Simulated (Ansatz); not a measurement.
# Ga3SbAs2: the cell at several levels of theory

Cell and atoms of Ga3SbAs2, ordered on the zincblende lattice (Imm2) with 6 atoms a cell are relaxed in turn with PBE and r2SCAN. This is a trial cell built on a prototype, not taken from a measured structure, and it needn't be the compound's ground state.

Program: Ansatz 0.2.0. PAW datasets, plane waves, zero pressure. Values at 0 K without nuclear motion; spin polarisation is off, and the phase may be a hypothetical one.

**1. Starting point**

This is the cell as the run starts from it, not yet at rest; its lengths are not the crystal's.

Space group Imm2 (No. 44), orthorhombic; conventional cell a = 3.996 Å, b = 11.989 Å, c = 5.652 Å, 22.57 Å³ an atom. Around As lie 4 Ga at 2.45 Å; around Ga lie 3 As at 2.45 Å and 1 Sb at 2.45 Å; around Sb lie 4 Ga at 2.45 Å; around Ga lie 2 Sb at 2.45 Å and 2 As at 2.45 Å.

The structure in full:

```cif
data_structure
_symmetry_space_group_name_H-M 'P 1'
_symmetry_Int_Tables_number 1
_cell_length_a 6.9219
_cell_length_b 6.9219
_cell_length_c 6.9219
_cell_angle_alpha 146.443
_cell_angle_beta 60.000
_cell_angle_gamma 131.810
_cell_volume 135.40
loop_
_atom_site_label
_atom_site_type_symbol
_atom_site_fract_x
_atom_site_fract_y
_atom_site_fract_z
_atom_site_occupancy
As1 As 0.33333 0.00000 0.33333 1
Ga1 Ga 0.58333 0.75000 0.83333 1
As2 As 0.66667 0.00000 0.66667 1
Ga2 Ga 0.91667 0.75000 0.16667 1
Sb1 Sb 0.00000 0.00000 0.00000 1
Ga3 Ga 0.25000 0.75000 0.50000 1
```

**2. Relaxing with PBE**

File input.yaml:

```yaml
crystal:
  lattice:
    - [-1.998184866, 5.9945545979, 2.8258601376]
    - [1.998184866, -5.9945545979, 2.8258601376]
    - [1.998184866, 5.9945545979, -2.8258601376]
  atoms:
    - { symbol: As, position: [0.3333333333, 0.0, 0.3333333333] }
    - { symbol: Ga, position: [0.5833333333, 0.75, 0.8333333333] }
    - { symbol: As, position: [0.6666666667, 0.0, 0.6666666667] }
    - { symbol: Ga, position: [0.9166666667, 0.75, 0.1666666667] }
    - { symbol: Sb, position: [0.0, 0.0, 0.0] }
    - { symbol: Ga, position: [0.25, 0.75, 0.5] }
kpoints:
  mp_grid: { grid: [8, 8, 8] }
hamiltonian:
  xc: pbe
scf:
  occupations: { method: fermi_dirac, width: 0.02 }
relax:
  f_tol: 0.005
  cell: {}
```

On the command line:

```sh
> ansatz run input.yaml --threads 2 --pin off --max-ram 29491MiB --backend cpu --events-out ev --progress --plain --runs-dir out
```

Standard output:

```text
basis.fft_grid_basis auto: the FFT boxes are laid along the combinations [[1, 1, 0], [0, 1, 1], [0, 0, 1]] of the cell's own vectors, 5.652, 3.996 and 6.922 Å long. The dense box has 40×27×48 points. Along the cell's own vectors, as sized, it would have 48×48×48, 2.13 times as many. Of the 4 symmetry operations that the crystal satisfies within crystal.symmetry.tolerance (time reversal apart; of a slab, those that keep its plane) the dense box along the cell's own vectors carries 4, and the one as laid loses 3 of those. basis.fft_grid_basis: typed keeps the cell's own vectors: state it where this run's energies or levels are differenced outside the engine with another run's, or held beside a run that keeps those vectors.
Engine: ansatz 0.2.0, x86_64-unknown-linux-gnu
Pseudopotentials: kind: paw
Pseudopotential: As, paw, valence charge 15, recommended cutoff 420 eV (normal), As.paw.azcp
Pseudopotential: Ga, paw, valence charge 13, recommended cutoff 420 eV (normal), Ga.paw.azcp
Pseudopotential: Sb, paw, valence charge 15, recommended cutoff 420 eV (normal), Sb.paw.azcp
Functional definition: PBE
  parameter kappa = 0.804
  parameter beta = 0.06672455060314922
  exchange = pbe_x(kappa = kappa, mu = beta*pi^2/3)
  correlation = pbe_c(beta = beta)
Crystal: 6 atoms, lattice volume = 135.395 Å³
Basis set: ecut = 420 eV, 2639 PW (Γ), FFT grids on a1+a2, a2+a3, a3, exchange–correlation on 80×54×96 points (8 copies of the dense FFT grid, shifted against one another)
Bands: 51, of which v1, the nominal top of the filled ones, is band 42 counted from 1 (41 counted from 0)
Symmetry: 4 space group operations
Space group: Imm2 (ITA 44), of the structure as read, at distance tolerance 5.1e-5 Å
k-points: 95 of 512 (time reversal used)
Non-local potential: As, projectors of the file, l = 0: 2, l = 1: 2, l = 2: 3, l = 3: 1
Non-local potential: Ga, projectors of the file, l = 0: 2, l = 1: 2, l = 2: 3, l = 3: 1
Non-local potential: Sb, projectors of the file, l = 0: 2, l = 1: 2, l = 2: 2, l = 3: 2
PAW form: soft (Blöchl's): semilocal exchange-correlation on the pseudo side does not see the compensation charge
PAW one-centre angular grid: As, 590 points (default); XC on 64 Gauss nodes
PAW one-centre angular grid: Ga, 590 points (default); XC on 64 Gauss nodes
PAW one-centre angular grid: Sb, 590 points (default); XC on 64 Gauss nodes
Initial density: superposition of atomic densities (neutral atoms: chi_scale 0, normalization atom), corrected by the library's trained network
Initial wavefunctions: pseudopotential atomic-orbital guess
Functional: x = pbe(κ = 0.804, μ = 0.2195149727645171), c = pbe(β = 0.06672455060314922)
SCF iter   1: F=—  HF=-27546.650927 eV  |F-HF|=—  |Δ(HF+E_count)|=         —  Δρ=1.65e-3  dr2=6.30e-3  ethr=1.77e-3  ⟨swp⟩=6.7  Hψ=18398  notcnv=0  defer=2
preconditioner: auto → Resta (q_TF=auto, 2.520 Å⁻¹)  ε∞=3.5  [insulator: Δε(μ)=0.865 eV  Ē_g=14.703 eV  σ=0.020 eV  W_gap=1.00  n_scr=38 (ndim 8)  ℏωp=23.5 eV  f_vac=0.066  D(μ)=0.00/eV (n_scr^D=0)  ε∞_Penn≈3.5]
SCF iter   2: F=—  HF=-27546.644878 eV  |F-HF|=—  |Δ(HF+E_count)|=   6.05e-3  Δρ=1.02e-3  dr2=1.56e-3  ethr=7.50e-6  ⟨swp⟩=2.0  Hψ=9215  notcnv=0  defer=289
SCF iter   3: F=—  HF=-27546.644620 eV  |F-HF|=—  |Δ(HF+E_count)|=   2.58e-4  Δρ=4.12e-4  dr2=3.89e-4  ethr=1.86e-6  ⟨swp⟩=2.0  Hψ=7081  notcnv=0  defer=289
SCF iter   4: F=—  HF=-27546.644658 eV  |F-HF|=—  |Δ(HF+E_count)|=   3.84e-5  Δρ=1.60e-4  dr2=4.91e-5  ethr=4.63e-7  ⟨swp⟩=2.9  Hψ=7578  notcnv=0  defer=289
SCF iter   5: F=—  HF=-27546.644707 eV  |F-HF|=—  |Δ(HF+E_count)|=   4.93e-5  Δρ=6.73e-5  dr2=9.00e-6  ethr=5.85e-8  ⟨swp⟩=2.0  Hψ=7596  notcnv=0  defer=289
SCF iter   6: F=—  HF=-27546.644719 eV  |F-HF|=—  |Δ(HF+E_count)|=   1.17e-5  Δρ=1.76e-5  dr2=4.37e-7  ethr=1.07e-8  ⟨swp⟩=2.0  Hψ=7121  notcnv=0  defer=289
SCF iter   7: F=—  HF=-27546.644720 eV  |F-HF|=—  |Δ(HF+E_count)|=   9.09e-7  Δρ=7.31e-6  dr2=5.75e-8  ethr=1.19e-10  ⟨swp⟩=5.0  Hψ=19684  notcnv=0
SCF iter   8: F=-27546.644720 eV  HF=-27546.644720 eV  |F-HF|=1.30e-9  |Δ(HF+E_count)|=   1.63e-8  Δρ=2.77e-6  dr2=8.11e-9  ethr=6.84e-11  ⟨swp⟩=4.4  Hψ=17262  notcnv=0
SCF 1 converged in 8 iterations: F = -27546.644720 eV  dr2 = 8.11e-9
relax step   1: F+E_penalty+E_count = -27546.64471987 eV  Δ(F+E_penalty+E_count) = +0.000e0 eV  max|allowed force component| = 1.772e0 eV/Å  Δτ_max = 0.0000 Å  P = +10.502 GPa  Ω = 135.395 Å³  (8 SCF iters, dr2 threshold 1.00e-7 eV, accepted)
Crystal: 6 atoms, lattice volume = 153.741 Å³
Basis set: ecut = 420 eV, 2955 PW (Γ), FFT grids on a1+a2, a2+a3, a3, exchange–correlation on 80×54×96 points (8 copies of the dense FFT grid, shifted against one another)
Initial density: handed on by an earlier stage of this run
Initial wavefunctions: those handed on with the density
iter 1 solved again at ethr=1.42e-4 eV; its pass at ethr=3.10e-3 eV (dr2=1.19e-1 eV) is discarded
SCF iter   1: F=—  HF=-27547.433628 eV  |F-HF|=—  |Δ(HF+E_count)|=         —  Δρ=1.37e-2  dr2=1.18e-1  ethr=1.42e-4  ⟨swp⟩=2.5  Hψ=29480  notcnv=0
preconditioner: auto → Resta (q_TF=auto, 2.467 Å⁻¹)  ε∞=3.4  [insulator: Δε(μ)=0.464 eV  Ē_g=14.199 eV  σ=0.020 eV  W_gap=0.57  n_scr=38 (ndim 8)  ℏωp=22.0 eV  f_vac=0.119  D(μ)=0.13/eV (n_scr^D=0)  ε∞_Penn≈3.4]
SCF iter   2: F=—  HF=-27547.427735 eV  |F-HF|=—  |Δ(HF+E_count)|=   5.89e-3  Δρ=6.82e-3  dr2=3.43e-2  ethr=1.40e-4  ⟨swp⟩=3.0  Hψ=7555  notcnv=0
SCF iter   3: F=—  HF=-27547.436543 eV  |F-HF|=—  |Δ(HF+E_count)|=   8.81e-3  Δρ=1.51e-3  dr2=3.18e-3  ethr=4.09e-5  ⟨swp⟩=3.1  Hψ=10215  notcnv=0
SCF iter   4: F=—  HF=-27547.435133 eV  |F-HF|=—  |Δ(HF+E_count)|=   1.41e-3  Δρ=6.85e-4  dr2=9.74e-4  ethr=3.79e-6  ⟨swp⟩=2.5  Hψ=9753  notcnv=0
SCF iter   5: F=—  HF=-27547.435897 eV  |F-HF|=—  |Δ(HF+E_count)|=   7.64e-4  Δρ=1.75e-4  dr2=7.59e-5  ethr=1.16e-6  ⟨swp⟩=2.0  Hψ=9649  notcnv=0
SCF iter   6: F=—  HF=-27547.435951 eV  |F-HF|=—  |Δ(HF+E_count)|=   5.41e-5  Δρ=1.03e-4  dr2=1.98e-5  ethr=9.03e-8  ⟨swp⟩=2.0  Hψ=8836  notcnv=0
SCF iter   7: F=—  HF=-27547.435978 eV  |F-HF|=—  |Δ(HF+E_count)|=   2.68e-5  Δρ=3.38e-5  dr2=1.63e-6  ethr=2.36e-8  ⟨swp⟩=2.0  Hψ=7369  notcnv=0
SCF iter   8: F=-27547.435982 eV  HF=-27547.435982 eV  |F-HF|=2.90e-8  |Δ(HF+E_count)|=   3.91e-6  Δρ=9.38e-6  dr2=1.25e-7  ethr=7.14e-10  ⟨swp⟩=5.0  Hψ=18664  notcnv=0
SCF 2 converged in 8 iterations: F = -27547.435982 eV  dr2 = 1.25e-7
relax step   2: F+E_penalty+E_count = -27547.43598175 eV  Δ(F+E_penalty+E_count) = -7.913e-1 eV  max|allowed force component| = 2.291e-1 eV/Å  Δτ_max = 0.1703 Å  P = +0.111 GPa  Ω = 153.741 Å³  energy of the carried Pulay correction = -4.137e-3 eV  (8 SCF iters, dr2 threshold 6.00e-7 eV, accepted)
Crystal: 6 atoms, lattice volume = 154.263 Å³
Basis set: ecut = 420 eV, 2987 PW (Γ), FFT grids on a1+a2, a2+a3, a3, exchange–correlation on 80×54×96 points (8 copies of the dense FFT grid, shifted against one another)
iter 1 solved again at ethr=3.86e-6 eV; its pass at ethr=3.10e-3 eV (dr2=3.24e-3 eV) is discarded
SCF iter   1: F=—  HF=-27547.447094 eV  |F-HF|=—  |Δ(HF+E_count)|=         —  Δρ=2.42e-3  dr2=3.18e-3  ethr=3.86e-6  ⟨swp⟩=2.9  Hψ=22651  notcnv=0
preconditioner: auto → Resta (q_TF=auto, 2.465 Å⁻¹)  ε∞=3.4  [insulator: Δε(μ)=0.467 eV  Ē_g=14.137 eV  σ=0.020 eV  W_gap=0.55  n_scr=38 (ndim 8)  ℏωp=22.0 eV  f_vac=0.091  D(μ)=0.13/eV (n_scr^D=0)  ε∞_Penn≈3.4]
SCF iter   2: F=—  HF=-27547.446607 eV  |F-HF|=—  |Δ(HF+E_count)|=   4.87e-4  Δρ=1.20e-3  dr2=7.24e-4  ethr=3.79e-6  ⟨swp⟩=3.0  Hψ=7938  notcnv=0
SCF iter   3: F=—  HF=-27547.446619 eV  |F-HF|=—  |Δ(HF+E_count)|=   1.19e-5  Δρ=1.42e-4  dr2=2.93e-5  ethr=8.62e-7  ⟨swp⟩=2.0  Hψ=8067  notcnv=0
SCF iter   4: F=—  HF=-27547.446641 eV  |F-HF|=—  |Δ(HF+E_count)|=   2.19e-5  Δρ=6.80e-5  dr2=6.62e-6  ethr=3.49e-8  ⟨swp⟩=2.0  Hψ=8836  notcnv=0
SCF iter   5: F=—  HF=-27547.446636 eV  |F-HF|=—  |Δ(HF+E_count)|=   5.08e-6  Δρ=2.08e-5  dr2=7.50e-7  ethr=7.88e-9  ⟨swp⟩=2.0  Hψ=8836  notcnv=0
SCF iter   6: F=-27547.446637 eV  HF=-27547.446637 eV  |F-HF|=5.74e-8  |Δ(HF+E_count)|=   5.67e-7  Δρ=7.61e-6  dr2=1.24e-7  ethr=7.14e-10  ⟨swp⟩=5.0  Hψ=18764  notcnv=0
SCF 3 converged in 6 iterations: F = -27547.446637 eV  dr2 = 1.24e-7
relax step   3: F+E_penalty+E_count = -27547.44663657 eV  Δ(F+E_penalty+E_count) = -1.065e-2 eV  max|allowed force component| = 6.149e-2 eV/Å  Δτ_max = 0.0320 Å  P = -0.047 GPa  Ω = 154.263 Å³  energy of the carried Pulay correction = -4.247e-3 eV  (6 SCF iters, dr2 threshold 6.00e-7 eV, accepted)
Crystal: 6 atoms, lattice volume = 154.210 Å³
Basis set: ecut = 420 eV, 2979 PW (Γ), FFT grids on a1+a2, a2+a3, a3, exchange–correlation on 80×54×96 points (8 copies of the dense FFT grid, shifted against one another)
iter 1 solved again at ethr=1.35e-7 eV; its pass at ethr=3.10e-3 eV (dr2=1.14e-4 eV) is discarded
SCF iter   1: F=—  HF=-27547.447094 eV  |F-HF|=—  |Δ(HF+E_count)|=         —  Δρ=4.73e-4  dr2=1.24e-4  ethr=1.35e-7  ⟨swp⟩=3.1  Hψ=24441  notcnv=0
preconditioner: auto → Resta (q_TF=auto, 2.466 Å⁻¹)  ε∞=3.4  [insulator: Δε(μ)=0.478 eV  Ē_g=14.139 eV  σ=0.020 eV  W_gap=0.55  n_scr=38 (ndim 8)  ℏωp=22.0 eV  f_vac=0.090  D(μ)=0.13/eV (n_scr^D=0)  ε∞_Penn≈3.4]
SCF iter   2: F=—  HF=-27547.447088 eV  |F-HF|=—  |Δ(HF+E_count)|=   6.24e-6  Δρ=2.40e-4  dr2=3.34e-5  ethr=1.35e-7  ⟨swp⟩=2.0  Hψ=4981  notcnv=0
SCF iter   3: F=—  HF=-27547.447088 eV  |F-HF|=—  |Δ(HF+E_count)|=   4.64e-7  Δρ=2.33e-5  dr2=9.69e-7  ethr=3.98e-8  ⟨swp⟩=2.0  Hψ=6461  notcnv=0
SCF iter   4: F=—  HF=-27547.447088 eV  |F-HF|=—  |Δ(HF+E_count)|=   4.01e-7  Δρ=1.20e-5  dr2=2.02e-7  ethr=2.81e-10  ⟨swp⟩=5.0  Hψ=21189  notcnv=0
SCF iter   5: F=-27547.447088 eV  HF=-27547.447088 eV  |F-HF|=9.84e-9  |Δ(HF+E_count)|=   1.73e-7  Δρ=4.27e-6  dr2=3.28e-8  ethr=2.40e-10  ⟨swp⟩=5.0  Hψ=19226  notcnv=0
SCF 4 converged in 5 iterations: F = -27547.447088 eV  dr2 = 3.28e-8
relax step   4: F+E_penalty+E_count = -27547.44708785 eV  Δ(F+E_penalty+E_count) = -4.513e-4 eV  max|allowed force component| = 1.706e-2 eV/Å  Δτ_max = 0.0083 Å  P = -0.013 GPa  Ω = 154.210 Å³  energy of the carried Pulay correction = -4.236e-3 eV  (5 SCF iters, dr2 threshold 2.36e-7 eV, accepted)
Crystal: 6 atoms, lattice volume = 154.168 Å³
iter 1 solved again at ethr=1.39e-8 eV; its pass at ethr=3.10e-3 eV (dr2=1.17e-5 eV) is discarded
SCF iter   1: F=—  HF=-27547.447135 eV  |F-HF|=—  |Δ(HF+E_count)|=         —  Δρ=1.42e-4  dr2=1.25e-5  ethr=1.39e-8  ⟨swp⟩=3.0  Hψ=23593  notcnv=0
preconditioner: auto → Resta (q_TF=auto, 2.466 Å⁻¹)  ε∞=3.4  [insulator: Δε(μ)=0.479 eV  Ē_g=14.140 eV  σ=0.020 eV  W_gap=0.54  n_scr=38 (ndim 8)  ℏωp=22.0 eV  f_vac=0.090  D(μ)=0.13/eV (n_scr^D=0)  ε∞_Penn≈3.4]
SCF iter   2: F=—  HF=-27547.447144 eV  |F-HF|=—  |Δ(HF+E_count)|=   9.15e-6  Δρ=7.20e-5  dr2=3.33e-6  ethr=1.39e-8  ⟨swp⟩=1.5  Hψ=6223  notcnv=0
SCF iter   3: F=—  HF=-27547.447144 eV  |F-HF|=—  |Δ(HF+E_count)|=   2.22e-7  Δρ=7.54e-6  dr2=9.82e-8  ethr=3.96e-9  ⟨swp⟩=2.0  Hψ=7411  notcnv=0
SCF iter   4: F=—  HF=-27547.447144 eV  |F-HF|=—  |Δ(HF+E_count)|=   1.09e-8  Δρ=3.90e-6  dr2=2.27e-8  ethr=2.17e-11  ⟨swp⟩=5.2  Hψ=21207  notcnv=0
SCF iter   5: F=-27547.447144 eV  HF=-27547.447144 eV  |F-HF|=1.56e-9  |Δ(HF+E_count)|=   2.15e-8  Δρ=1.27e-6  dr2=2.70e-9  ethr=2.17e-11  ⟨swp⟩=5.0  Hψ=19498  notcnv=0
SCF 5 converged in 5 iterations: F = -27547.447144 eV  dr2 = 2.70e-9
relax step   5: F+E_penalty+E_count = -27547.44714362 eV  Δ(F+E_penalty+E_count) = -5.577e-5 eV  max|allowed force component| = 2.186e-3 eV/Å  Δτ_max = 0.0022 Å  P = -0.001 GPa  Ω = 154.168 Å³  energy of the carried Pulay correction = -4.227e-3 eV  (5 SCF iters, dr2 threshold 1.82e-8 eV, accepted)
Basis set: ecut = 420 eV, 2987 PW (Γ), FFT grids on a1+a2, a2+a3, a3, exchange–correlation on 80×60×100 points (8 copies of the dense FFT grid, shifted against one another)
Initial wavefunctions: pseudopotential atomic-orbital guess (no wavefunctions were taken with the density)
iter 1 solved again at ethr=4.92e-7 eV; its pass at ethr=3.10e-3 eV (dr2=4.13e-4 eV) is discarded
SCF iter   1: F=—  HF=-27547.420805 eV  |F-HF|=—  |Δ(HF+E_count)|=         —  Δρ=1.05e-3  dr2=5.88e-5  ethr=4.92e-7  ⟨swp⟩=3.0  Hψ=29653  notcnv=0
preconditioner: auto → Resta (q_TF=auto, 2.466 Å⁻¹)  ε∞=3.4  [insulator: Δε(μ)=0.483 eV  Ē_g=14.144 eV  σ=0.020 eV  W_gap=0.55  n_scr=38 (ndim 8)  ℏωp=22.0 eV  f_vac=0.091  D(μ)=0.13/eV (n_scr^D=0)  ε∞_Penn≈3.4]
SCF iter   2: F=—  HF=-27547.443767 eV  |F-HF|=—  |Δ(HF+E_count)|=   2.30e-2  Δρ=5.33e-4  dr2=1.21e-5  ethr=7.00e-8  ⟨swp⟩=2.7  Hψ=8536  notcnv=0
SCF iter   3: F=—  HF=-27547.451376 eV  |F-HF|=—  |Δ(HF+E_count)|=   7.61e-3  Δρ=1.04e-4  dr2=1.15e-6  ethr=1.44e-8  ⟨swp⟩=3.0  Hψ=9309  notcnv=0
SCF iter   4: F=—  HF=-27547.451660 eV  |F-HF|=—  |Δ(HF+E_count)|=   2.84e-4  Δρ=2.53e-5  dr2=3.59e-7  ethr=1.37e-9  ⟨swp⟩=2.0  Hψ=7573  notcnv=0
SCF iter   5: F=—  HF=-27547.451670 eV  |F-HF|=—  |Δ(HF+E_count)|=   1.03e-5  Δρ=4.49e-6  dr2=6.02e-8  ethr=4.27e-10  ⟨swp⟩=2.0  Hψ=7395  notcnv=0
SCF iter   6: F=—  HF=-27547.451671 eV  |F-HF|=—  |Δ(HF+E_count)|=   1.33e-7  Δρ=1.49e-6  dr2=6.39e-9  ethr=7.17e-11  ⟨swp⟩=2.0  Hψ=5986  notcnv=0
SCF iter   7: F=—  HF=-27547.451671 eV  |F-HF|=—  |Δ(HF+E_count)|=   1.27e-8  Δρ=4.61e-7  dr2=4.32e-10  ethr=7.61e-12  ⟨swp⟩=2.0  Hψ=8836  notcnv=0
SCF iter   8: F=-27547.451671 eV  HF=-27547.451671 eV  |F-HF|=3.89e-10  |Δ(HF+E_count)|=   1.47e-9  Δρ=2.16e-7  dr2=5.10e-11  ethr=1.00e-12  ⟨swp⟩=3.0  Hψ=20016  notcnv=0
SCF 6 converged in 8 iterations: F = -27547.451671 eV  dr2 = 5.10e-11
relax step   6: F+E_penalty+E_count = -27547.45167059 eV  Δ(F+E_penalty+E_count) = -4.527e-3 eV  max|allowed force component| = 2.050e-3 eV/Å  Δτ_max = 0.0000 Å  P = +0.014 GPa  Ω = 154.168 Å³  stress off target by 2.31e-2 GPa  SCF on the basis re-selected at this cell (its energy is not comparable with the rows above)  (8 SCF iters)
basis re-selected at this cell: Δ(F+E_penalty+E_count) = -4.527e-3 eV, ΔP = +0.015 GPa vs the last step (what re-selecting the basis moved, of the pressure what is left beyond the Pulay correction that the steps carried, after the strain that the cell walked since its last selection, with what the two solves' SCF thresholds leave and, on support functions, any second-order correction that the steps lacked; it is no measure of the basis error at this ecutwfc). The dense FFT grid was sized anew with the basis: this SCF ran on 40×30×50 points, the steps before it on 40×27×48, so part of this shift can come from that change (see relax.cell in the input reference). This SCF's stress stands 2.31e-2 GPa from its target on what of the cell is left free (relax.cell.stress_tol is 5.00e-2 GPa) and its largest allowed force component is 2.05e-3 eV/Å (relax.f_tol is 5.00e-3 eV/Å): within both
SCF converged after 8 iterations
Free energy (F): -27547.451671 eV
Harris-Foulkes:  -27547.451671 eV  (|F-HF|=3.89e-10)
Internal energy: -27547.451511 eV  (E = F + TS)
E sigma→0 (E₀):  -27547.451591 eV
Entropy (-TS):   -0.000159 eV (-0.027 meV/atom)
Fermi energy:    7.554399 eV
--- Per-component energies (eV) ---
  E_band       = -929.259593
  E_kinetic    = 758.225744
  E_local      = -11991.902399  (includes V_loc(G=0)·N_el)
  E_nonlocal   = 295.533977
  E_hartree    = 5850.945309
  E_xc         = -502.440106
  E_vxc        = -426.460010  (∫ρ·V_xc dr)
  E_paw        = -14213.552839  (= ΣΔE_a)
  E_vpaw       = -1266.546536  (= ΣTr[D̂ρ^β])
  E_aug_tail   = -0.000331  (compensation charges beyond the density's cutoff)
  E_ewald      = -7744.260867
  E_smearing   = -0.000159  (= −TS)
  E_closure    = -0.000000  (closes the sum)
  Σ components = -27547.451671   (vs F -27547.451671, Δ=0.00e0)
--- Forces (eV/Å), atoms counted from 1 ---
  atom   1  As     0.00000000     0.00180912     0.00170481
  atom   2  Ga     0.00000000     0.00083440    -0.00117381
  atom   3  As     0.00000000    -0.00180912     0.00170481
  atom   4  Ga     0.00000000    -0.00083440    -0.00117381
  atom   5  Sb     0.00000000    -0.00000000    -0.00204948
  atom   6  Ga     0.00000000    -0.00000000     0.00098767
  max |Σ_I F_I| component: 1.99e-7 eV/Å
--- Stress (GPa, compression-positive) ---
        0.016831       0.000000       0.000000
        0.000000       0.001707       0.000000
        0.000000       0.000000       0.023059
  P = ⅓ Tr σ = 0.0139 GPa (0.139 kbar)
--- Relaxed structure (5 steps of the walk, 5 accepted, 1 SCFs on fresh bases) ---
  F+E_penalty+E_count = -27547.45167059 eV   max|allowed force component| = 2.050e-3 eV/Å   (the final SCF, on the basis selected at the relaxed cell)
  cell:  # Å, volume = 154.1682 Å³
    - [-2.087622577919029, 6.259975067516826, 2.949241096503071]
    - [2.087622577919029, -6.259975067516826, 2.949241096503071]
    - [2.087622577919029, 6.259975067516826, -2.949241096503071]
  atoms:
    - { symbol: As, position: [0.33178086370454557, 6.539872807330777e-5, 0.33171546497647225] }
    - { symbol: Ga, position: [0.5635913144313076, 0.7387669052761225, 0.8248244091551851] }
    - { symbol: As, position: [0.6683499337516007, 6.539872807330771e-5, 0.6682845350235274] }
    - { symbol: Ga, position: [0.9139424961209371, 0.7387669052761223, 0.17517559084481488] }
    - { symbol: Sb, position: [-0.0008064191048265835, -0.0008064191048265832, -2.0347257233648095e-19] }
    - { symbol: Ga, position: [0.273141811096435, 0.773141811096435, 0.49999999999999994] }
```

Wall time 2.2 min (2 threads of AMD EPYC 7R13 (Zen 3), shared host); peak memory 0.82 GiB.

The path of the relaxation:

| step | energy change (meV/atom) | largest force (eV/Å) | pressure (GPa) | volume (Å³/atom) |
| --- | --- | --- | --- | --- |
| 1 | 0.0 | 1.7717 | 10.50 | 22.566 |
| 2 | -131.9 | 0.2291 | 0.11 | 25.623 |
| 3 | -133.7 | 0.0615 | -0.05 | 25.710 |
| 4 | -133.7 | 0.0171 | -0.01 | 25.702 |
| 5 | -133.7 | 0.0022 | 0.00 | 25.695 |
| 6 | -134.5 | 0.0021 | 0.01 | 25.695 |

Step 6 solves the same cell on a plane-wave basis chosen anew, so the energy can jump there without a move.

The table lists every geometry solved, with passes on a fresh basis, whose energies don't compare exactly with the rows above.

|  | before | after | change |
| --- | --- | --- | --- |
| a (Å) | 3.996 | 4.175 | +4.48 % |
| b (Å) | 11.989 | 12.520 | +4.43 % |
| c (Å) | 5.652 | 5.898 | +4.37 % |
| volume (Å³/atom) | 22.566 | 25.695 | +13.87 % |
| shortest distance (Å) | 2.447 | 2.493 | +1.88 % |
| space group | Imm2 | Imm2 | same |

(Part 1 of 2 ends here.)
